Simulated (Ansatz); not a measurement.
# H₈N₂O₃Si₂: one species, many methods

An exercise on one series of results from a longer session: the logs are not shown, and one member is left open.

Computed with Ansatz 0.2.0, Gaussian basis. Level: functionals in def2-TZVPP, the program's frozen cores in correlated methods.

Levels to be run: PBE-D4, r2SCAN-D4, PBE0-D4, B3LYP-D4, ωB97X-V, ωB97M-V, B2PLYP; CCSD(T)/def2-TZVPP; MP2/def2-QZVPP; extrapolation to the limit.

## The geometry

The geometry comes from an earlier relaxation with PBE0-D4 in a triple-zeta def2 set; it is a stationary point, not always the lowest conformer.

SMILES `N[SiH](O)[Si](N)(O)O`, 15 atoms, charge 0, spin multiplicity 1.

Atoms are counted from 1 here; the program's logs count them from 0.

Bond lengths: N1–Si2 1.715 Å, N1–H8 1.007 Å, N1–H9 1.006 Å, Si2–O3 1.658 Å, Si2–Si4 2.339 Å, Si2–H10 1.492 Å, O3–H11 0.960 Å, Si4–N5 1.723 Å, Si4–O6 1.646 Å, Si4–O7 1.651 Å, N5–H12 1.009 Å, N5–H13 1.010 Å, O6–H14 0.960 Å, O7–H15 0.960 Å. Angles: Si2–N1–H8 121.0°, Si2–N1–H9 121.1°, H8–N1–H9 112.2°, N1–Si2–O3 112.5°, N1–Si2–Si4 112.4°, N1–Si2–H10 104.5°, O3–Si2–Si4 102.2°, O3–Si2–H10 110.2°, Si4–Si2–H10 115.2°, Si2–O3–H11 115.8°, Si2–Si4–N5 120.3°, Si2–Si4–O6 106.7°, Si2–Si4–O7 103.0°, N5–Si4–O6 106.4°, N5–Si4–O7 106.1°, O6–Si4–O7 114.7°, Si4–N5–H12 117.7°, Si4–N5–H13 117.6° and more.

Set-up of the first run:

File in.yaml:

```yaml
crystal:
  periodic: [false, false, false]
  atoms:
    - {symbol: N, position_ang: [-0.530976, 1.778705, -1.695942]}
    - {symbol: Si, position_ang: [0.636196, 0.765461, -0.953947]}
    - {symbol: O, position_ang: [1.103475, -0.488495, -1.933350]}
    - {symbol: Si, position_ang: [-0.214419, -0.356485, 0.914198]}
    - {symbol: N, position_ang: [0.400903, -1.904816, 1.353723]}
    - {symbol: O, position_ang: [0.032994, 0.628095, 2.209651]}
    - {symbol: O, position_ang: [-1.800210, -0.589021, 0.518636]}
    - {symbol: H, position_ang: [-1.510782, 1.548356, -1.669124]}
    - {symbol: H, position_ang: [-0.376134, 2.768064, -1.787678]}
    - {symbol: H, position_ang: [1.793915, 1.665929, -0.680464]}
    - {symbol: H, position_ang: [1.308466, -0.255471, -2.841363]}
    - {symbol: H, position_ang: [1.305436, -1.940222, 1.799879]}
    - {symbol: H, position_ang: [0.331659, -2.646521, 0.672138]}
    - {symbol: H, position_ang: [-0.211691, 0.285530, 3.071984]}
    - {symbol: H, position_ang: [-2.268822, -1.259120, 1.021647]}
basis:
  gaussian: {orbitals: def2-TZVPP}
hamiltonian: {xc: pbe, dispersion: d4}
output: {forces: true, orbitals: {seedname: orbitals}}
```

On the command line:

```sh
$ ansatz run in.yaml --threads 2 --pin off --events-out ev --progress --plain --max-ram 22528MiB --backend cuda --devices 0, --max-vram 18GiB
```

Steps of the session up to this table: PBE-D4 (GGA); r2SCAN-D4 (meta-GGA); PBE0-D4 (hybrid); B3LYP-D4 (hybrid); ωB97X-V (range-separated); ωB97M-V (range-separated); B2PLYP (double hybrid); CCSD(T) in def2-TZVPP; MP2 in def2-QZVPP.

One table of the session follows, with a row left open; its other results are not shown here.

It belongs to the step «Atomisation energies». 

```
            method  atomisation energy (eV)
            PBE-D4                   59.358
         r2SCAN-D4                   58.362
           PBE0-D4                   57.945
          B3LYP-D4                   58.478
           ωB97X-V                   58.808
           ωB97M-V                   58.793
            B2PLYP                   57.827
     HF/def2-TZVPP                   40.087
    MP2/def2-TZVPP                   58.039
   CCSD/def2-TZVPP                   55.819
CCSD(T)/def2-TZVPP                   56.755
           MP2/CBS                        ?
       CCSD(T)/CBS                   58.856
```

Estimate the missing values for MP2/CBS.

As computed: atomisation energy (eV): 60.140. In the column «atomisation energy (eV)» it is the highest.

Limits of these values: Free atoms (2 N, 2 Si, 3 O, 8 H) were run apart at each level; the atomisation energy is their sum less the molecule, without zero-point or spin-orbit terms.
